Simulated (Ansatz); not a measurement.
# ClGeH₇Si₂: basis-set convergence

An exercise on one series of results from a longer session: the logs are not shown, and one member is left open.

The runs use Ansatz 0.2.0, Gaussian basis; one geometry, several basis sets.

Levels to be run: PBE0-D4/def2-SVP; ωB97M-V/def2-SVP; PBE0-D4/def2-QZVPP; ωB97M-V/def2-QZVPP; the functionals' def2-TZVPP values are taken from earlier runs.

### The geometry

All runs share one geometry, relaxed beforehand with PBE0-D4 in a triple-zeta def2 set.

SMILES `[SiH3][GeH2][SiH2]Cl`, 11 atoms, charge 0, spin multiplicity 1.

Atoms are counted from 1 here; the program's logs count them from 0.

Bond lengths: Si1–Ge2 2.379 Å, Si1–H5 1.485 Å, Si1–H6 1.486 Å, Si1–H7 1.486 Å, Ge2–Si3 2.377 Å, Ge2–H8 1.539 Å, Ge2–H9 1.541 Å, Si3–Cl4 2.065 Å, Si3–H10 1.484 Å, Si3–H11 1.484 Å. Angles: Ge2–Si1–H5 109.6°, Ge2–Si1–H6 110.4°, Ge2–Si1–H7 109.3°, H5–Si1–H6 109.3°, H5–Si1–H7 109.2°, H6–Si1–H7 109.0°, Si1–Ge2–Si3 109.7°, Si1–Ge2–H8 110.5°, Si1–Ge2–H9 110.6°, Si3–Ge2–H8 109.1°, Si3–Ge2–H9 108.8°, H8–Ge2–H9 108.0°, Ge2–Si3–Cl4 108.3°, Ge2–Si3–H10 111.0°, Ge2–Si3–H11 113.0°, Cl4–Si3–H10 107.5°, Cl4–Si3–H11 107.6°, H10–Si3–H11 109.1°.

Set-up of the first run:

Input file in.yaml:

```yaml
crystal:
  periodic: [false, false, false]
  atoms:
    - {symbol: Si, position_ang: [-1.289874, 1.422994, 0.428169]}
    - {symbol: Ge, position_ang: [0.066175, -0.466446, 0.927819]}
    - {symbol: Si, position_ang: [1.342903, -1.065958, -0.985283]}
    - {symbol: Cl, position_ang: [0.064630, -1.208903, -2.600739]}
    - {symbol: H, position_ang: [-2.276895, 1.064421, -0.621478]}
    - {symbol: H, position_ang: [-2.011602, 1.878604, 1.645147]}
    - {symbol: H, position_ang: [-0.429185, 2.529192, -0.066796]}
    - {symbol: H, position_ang: [-0.807674, -1.662562, 1.344950]}
    - {symbol: H, position_ang: [1.028824, -0.151824, 2.089300]}
    - {symbol: H, position_ang: [2.349632, -0.022497, -1.302675]}
    - {symbol: H, position_ang: [2.028263, -2.373921, -0.837813]}
basis:
  gaussian: {orbitals: def2-SVP}
hamiltonian: {xc: pbe0, dispersion: d4}
output: {orbitals: {seedname: orbitals}}
```

The run is started by

```console
> ansatz run in.yaml --threads 4 --pin off --events-out ev --progress --plain --max-ram 10444MiB
```

Steps of the session up to this table: PBE0-D4 in def2-SVP; ωB97M-V in def2-SVP; PBE0-D4 in def2-QZVPP; ωB97M-V in def2-QZVPP.

One of the session's tables, all rows but one given; the rest of the session is left out.

It belongs to the step «Functionals by basis». 

| functional | basis | HOMO (eV) |
| --- | --- | --- |
| PBE0-D4 | def2-SVP | -7.92 |
| PBE0-D4 | def2-TZVPP | -7.92 |
| PBE0-D4 | def2-QZVPP | ? |
| ωB97M-V | def2-SVP | -9.86 |
| ωB97M-V | def2-TZVPP | -9.90 |
| ωB97M-V | def2-QZVPP | -9.90 |

Q: Estimate the row for PBE0-D4, def2-QZVPP from the others.

As computed: HOMO (eV): -7.93. In the column «HOMO (eV)» it lies between ωB97M-V, def2-SVP (-9.86) and PBE0-D4, def2-SVP (-7.92).
